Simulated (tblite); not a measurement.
# C3H7N3SeSi2: the cost of one run

Computed with tblite 0.8.0 and PySCF 2.14.0, with density-fitted response routines of our own, on a single molecule in the gas phase. Atoms count from 0, in the outputs and in this text.

**1. Starting geometry**

16 atoms, charge 0, multiplicity 1; geometry from: force field or distance geometry start.

Bonds of the start (Å): C0–Se1 1.97, Se1–Si2 2.28, Si2–N3 1.78, Si2–C4 1.82, C4–N5 1.15, Si2–Si6 2.23, Si6–C7 1.81, C7–N8 1.14, C0–H9 1.09, C0–H10 1.12, C0–H11 1.10, N3–H12 1.07, N3–H13 1.05, Si6–H14 1.47, Si6–H15 1.49.

**2. Optimising the geometry with GFN2-xTB**

Job settings and geometry (Å):

```
{"job": {"kind": "relax", "xc": "GFN2-xTB", "basis": "xTB"}, "charge": 0, "multiplicity": 1}
C      3.130800     0.174000     0.114800
Se     1.600000     0.971800     1.067800
Si    -0.245700     0.114700     0.039300
N      0.084900    -1.600900    -0.276900
C     -0.480500     1.057400    -1.500100
N     -0.637100     1.638500    -2.480300
Si    -1.958400     0.381600     1.437300
C     -3.493500     0.159100     0.504300
N     -4.457300     0.015100    -0.092400
H      4.076300     0.499200     0.547900
H      2.994000     0.507400    -0.946300
H      2.996100    -0.921800     0.112700
H     -0.781300    -2.146900     0.019800
H      0.929700    -1.936200     0.238900
H     -1.886500     1.752100     1.970100
H     -1.879200    -0.656300     2.499000
```

On the command line:

```
> OMP_NUM_THREADS=1 python probes_run.py task.json out
```

One launch serves the whole session: the jobs run in the order shown.

Q: Estimate the wall time and peak memory of this first job on 1 thread of Arm Neoverse V1, shared host.

About 1.8 s, with a peak of 0.17 GiB.
